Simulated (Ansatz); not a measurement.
This script for the Python package of Ansatz (0.2.0) starts 8 runs on B2H6SeSi, SMILES B[Se]B[SiH3]. What input does the engine get in each?

`scan.py`
```python
import ansatz
import numpy as np

BASIS_SET = "def2-SVP"
XC = "cam_b3lyp"

GEOMETRY = """
B    -1.04680    1.73840   -0.88220
Se    0.86550    1.72040   -0.46560
B     0.81230   -0.28500   -0.55390
Si    0.54400   -1.29980    1.06020
H    -1.45090    1.81830   -2.03650
H    -1.89070    1.76050   -0.02310
H     1.08080   -0.84040   -1.55680
H     0.54360   -2.72910    0.74140
H    -0.85890   -0.93130    1.61040
H     1.48410   -1.00310    2.10910
"""

b2h6sesi = ansatz.Crystal.molecule()
for line in GEOMETRY.strip().splitlines():
    symbol, *xyz = line.split()
    b2h6sesi = b2h6sesi.atom(symbol, [float(v) for v in xyz])

symbols = [site.symbol for site in b2h6sesi.cartesian_sites]
start = np.array([site.position_ang for site in b2h6sesi.cartesian_sites])
axis = (start[4] - start[0]) / np.linalg.norm(start[4] - start[0])
moving = [4]
lengths, energies = [1.04, 1.13, 1.23, 1.35, 1.53, 1.84, 2.21, 2.7], []
for length in lengths:
    xyz = start.copy()
    xyz[moving] += (length - np.linalg.norm(start[4] - start[0])) * axis
    point = ansatz.Crystal.molecule()
    for symbol, place in zip(symbols, xyz):
        point = point.atom(symbol, place.tolist())
    base = (
        point.calculation()
        .basis(gaussian=BASIS_SET)
        .functional(XC)
        .accuracy("medium")
        .spin("collinear")
    )
    rep = base.run().report
    energies.append(rep["free_energy_ev"])
    print(f"r = {length:6.3f} A  E = {energies[-1]:.5f} eV  <S^2> = {abs(rep['mean_field']['state']['spin_squared']):.3f}")

print("energy above the lowest point (eV):", [round(e - min(energies), 3) for e in energies])
```

Run 1:
```yaml
crystal:
  periodic: [false, false, false]
  atoms:
    - { symbol: B, position_ang: [-1.0468, 1.7384, -0.8822] }
    - { symbol: Se, position_ang: [0.8655, 1.7204, -0.4656] }
    - { symbol: B, position_ang: [0.8123, -0.285, -0.5539] }
    - { symbol: Si, position_ang: [0.544, -1.2998, 1.0602] }
    - { symbol: H, position_ang: [-1.3897053903008196, 1.8062003976368115, -1.8616993616041477] }
    - { symbol: H, position_ang: [-1.8907, 1.7605, -0.0231] }
    - { symbol: H, position_ang: [1.0808, -0.8404, -1.5568] }
    - { symbol: H, position_ang: [0.5436, -2.7291, 0.7414] }
    - { symbol: H, position_ang: [-0.8589, -0.9313, 1.6104] }
    - { symbol: H, position_ang: [1.4841, -1.0031, 2.1091] }
accuracy: medium
basis:
  gaussian:
    orbitals: def2-SVP
hamiltonian:
  xc: cam_b3lyp
magnetization:
  spin_polarized: true
```

Run 2, against run 1:
```diff
-    - { symbol: H, position_ang: [-1.3897053903008196, 1.8062003976368115, -1.8616993616041477] }
+    - { symbol: H, position_ang: [-1.4193798952306982, 1.812067739739997, -1.9464637294352758] }
```

Run 3, against run 1:
```diff
-    - { symbol: H, position_ang: [-1.3897053903008196, 1.8062003976368115, -1.8616993616041477] }
+    - { symbol: H, position_ang: [-1.4523515673750078, 1.8185870087435365, -2.040646360358752] }
```

Run 4, against run 1:
```diff
-    - { symbol: H, position_ang: [-1.3897053903008196, 1.8062003976368115, -1.8616993616041477] }
+    - { symbol: H, position_ang: [-1.4919175739481794, 1.826410131547784, -2.153665517466923] }
```

Run 5, against run 1:
```diff
-    - { symbol: H, position_ang: [-1.3897053903008196, 1.8062003976368115, -1.8616993616041477] }
+    - { symbol: H, position_ang: [-1.5512665838079367, 1.8381448157541553, -2.323194253129179] }
```

Run 6, against run 1:
```diff
-    - { symbol: H, position_ang: [-1.3897053903008196, 1.8062003976368115, -1.8616993616041477] }
+    - { symbol: H, position_ang: [-1.6534787674552964, 1.858354549665128, -2.6151604089919536] }
```

Run 7, against run 1:
```diff
-    - { symbol: H, position_ang: [-1.3897053903008196, 1.8062003976368115, -1.8616993616041477] }
+    - { symbol: H, position_ang: [-1.7754739543892417, 1.8824758449782244, -2.963636143408814] }
```

Run 8, against run 1:
```diff
-    - { symbol: H, position_ang: [-1.3897053903008196, 1.8062003976368115, -1.8616993616041477] }
+    - { symbol: H, position_ang: [-1.937035147896359, 1.9144202630955682, -3.4251310349338455] }
```

```console
$ python scan.py
r =  1.040 A  E = -74666.19600 eV  <S^2> = 0.000
r =  1.130 A  E = -74666.54687 eV  <S^2> = 0.000
r =  1.230 A  E = -74666.61405 eV  <S^2> = 0.000
r =  1.350 A  E = -74666.42161 eV  <S^2> = 0.000
r =  1.530 A  E = -74665.85078 eV  <S^2> = 0.000
r =  1.840 A  E = -74664.65015 eV  <S^2> = 0.000
r =  2.210 A  E = -74663.34814 eV  <S^2> = 0.096
r =  2.700 A  E = -74662.49545 eV  <S^2> = 0.700
energy above the lowest point (eV): [0.418, 0.067, 0.0, 0.192, 0.763, 1.964, 3.266, 4.119]
```

These settings explore the input space; basis and method may be short of convergence. The rest of the molecule is held rigid at a force-field or estimated start geometry, and the basis set is modest; single-reference methods fail as a bond breaks. The expectation value of S² is noticeably off S(S+1) in at least one run, so that state is spin-contaminated. It ran for 2.4 min on 1 thread of Arm Neoverse V1 (shared host), peak memory 0.53 GiB.
